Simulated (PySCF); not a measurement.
# C2H8GeNP: the cost of one run

Computed with PySCF 2.14.0, with density-fitted response routines of our own, on a single molecule in the gas phase. Atoms are numbered from 0 throughout.

## (1) Starting geometry

13 atoms, charge 0, multiplicity 1; geometry from: GFN2-xTB. The atoms were then displaced at random by about 0.01 Å, so the start is not that level's minimum.

Bonds of the start (Å): C0–N1 1.42, N1–C2 1.26, C2–Ge3 1.96, Ge3–P4 2.32, C0–H5 1.06, C0–H6 1.11, C0–H7 1.12, C2–H8 1.06, Ge3–H9 1.54, Ge3–H10 1.52, P4–H11 1.38, P4–H12 1.39.

## (2) Relaxing the molecule at PBE0-D3(BJ)/def2-SVP

The job: settings as JSON, then the geometry in Å.

```
{"job": {"xc": "PBE0", "basis": "def2-SVP", "d3": "d3bj", "grid": 1, "shake": 0.01, "kind": "geom"}, "charge": 0, "multiplicity": 1}
C      1.986140     0.613480     0.193800
N      1.669300    -0.264610    -0.873810
C      0.566150    -0.870800    -0.942720
Ge    -0.955150    -0.812620     0.297900
P     -2.005720     1.239470     0.520040
H      2.843260     0.277300     0.714850
H      1.138100     0.749490     0.898730
H      2.231910     1.614280    -0.247160
H      0.457550    -1.518950    -1.771810
H     -1.923240    -1.892430    -0.219450
H     -0.628400    -1.320820     1.692810
H     -3.279260     0.721110     0.579680
H     -2.094830     1.448210    -0.853180
```

Run with:

```console
$ OMP_NUM_THREADS=1 python probes_run.py task.json out
```

One launch serves the whole session: the jobs run in the order shown.

**Question.** How long does this first job take on 1 thread of Arm Neoverse V1, shared host, and how much memory does it need?

About 90 s, with a peak of 0.51 GiB.
